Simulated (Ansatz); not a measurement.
# MnS: the cost of one run

Method: DFT PBE+U (U_eff = 3.9 eV on Mn 3d), scalar-relativistic, plane waves, PAW, in Ansatz 0.2.0.

The COD entry's cell or inner coordinates are ideal or old and differ from later refinements, so a difference from it is no clean test against experiment.

### 1 The system as given

Symmetry: Fm-3m, No. 225, cubic system. The conventional cell has a = 5.308 Å, b = 5.308 Å, c = 5.308 Å, α = 90.00°, β = 90.00°, γ = 90.00°. Around Mn (site symmetry m-3m) lie 6 S at 2.65 Å. Around S (site symmetry m-3m) lie 6 Mn at 2.65 Å.

As a file:

```
Mn S
1.0
     0.00000    2.65407    2.65407
     2.65407    0.00000    2.65407
     2.65407    2.65407    0.00000
Mn S
1 1
Direct
  0.00000 0.00000 0.00000
  0.50000 0.50000 0.50000
```

An earlier run at PBE+U (U_eff = 3.9 eV on Mn 3d) left this cell at 18.695 Å³/atom and 0.02 GPa (6×6×6 mesh).

### 2 Antiferromagnetic, propagation vector (1, 0, 0)

Input file input.yaml:

```yaml
crystal:
  lattice:
    - [0.0, 2.6540652304, -2.6540652304]
    - [0.0, 2.6540652304, 2.6540652304]
    - [5.3081304608, 0.0, 0.0]
  atoms:
    - { symbol: Mn, position: [0.0, 0.0, 0.0], spin: 5.0 }
    - { symbol: S, position: [0.0, 1.0, 0.5] }
    - { symbol: Mn, position: [0.5, 0.5, 0.5], spin: -5.0 }
    - { symbol: S, position: [0.5, 1.5, 1.0] }
basis:
  ecutwfc: 300
  ecutrho_ratio: 4
kpoints:
  mp_grid: { grid: [4, 4, 4] }
hamiltonian:
  xc: pbe
  hubbard: { sites: [{ species: Mn, l: d, u_eff: 3.9 }] }
scf:
  occupations: { method: gaussian, width: 0.05 }
output:
  forces: true
  stress: true
  eigenvalues: true
  populations: true
  hubbard: { sites: [{ species: Mn, l: d }] }
magnetization:
  spin_polarized: true
```

Command:

```console
ansatz run input.yaml --threads 1 --pin off --max-ram 2560MiB --backend cpu --events-out ev --progress --plain --runs-dir out
```

Q: Estimate wall time and peak memory on 1 thread of Arm Neoverse V2, shared host.

About 3.8 s, with a peak of 0.35 GiB.
